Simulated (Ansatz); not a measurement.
The system is Hf2Pd2Se2Br2O3.

```
Hf Pd Se Br O
1.0
     5.76069    0.00496   -0.00286
    -0.52750    5.84664    0.03413
    -1.48435   -0.92642    6.64586
Hf Pd Se Br O
2 2 2 2 3
Direct
  0.74540 0.39602 0.34989
  0.28763 0.45322 0.59401
  0.90854 0.13294 0.84849
  0.25249 0.90323 0.35874
  0.63469 0.40355 0.93716
  0.62597 0.78174 0.53023
  0.85273 0.99089 0.15355
  0.22526 0.82084 0.86223
  0.96040 0.28925 0.59026
  0.43233 0.24524 0.40864
  0.07457 0.58308 0.36682
```

The cell was built by a generator and needn't be a form met in nature.

Base run:

```yaml
Program: Ansatz 0.2.0
Functional: PBE
Potentials_or_basis: Ansatz PAW
Cutoff: "420 eV (not typed: the program's choice for these potentials)"
k_mesh: 5 × 5 × 4
Occupations: fermi-dirac, width 0.05 eV
Spin: no spin polarisation
Hubbard_terms: Hf d U = 6 eV, Pd d U = 6 eV
```

Its results: band gap on the k mesh 0.58 eV, indirect (least direct gap 0.63 eV); pressure 3.5 GPa; largest force 0.471 eV/Å.

**Question.** The run is repeated on the same cell with these changes: hubbard terms from Hf d U = 6 eV, Pd d U = 6 eV to Hf d U = 2 eV, Pd d U = 2 eV. What comes out?

**Answer.** Band gap on the k mesh 0.45 eV, indirect (least direct gap 0.58 eV); pressure 1.1 GPa; largest force 0.140 eV/Å.

Caveats: odd divisions of the mesh miss points on the zone boundary, where band edges often lie, so the gap on the mesh can be too wide; spin-orbit coupling is left out, which moves the levels of the heavy elements.

A k mesh can miss the band edges.
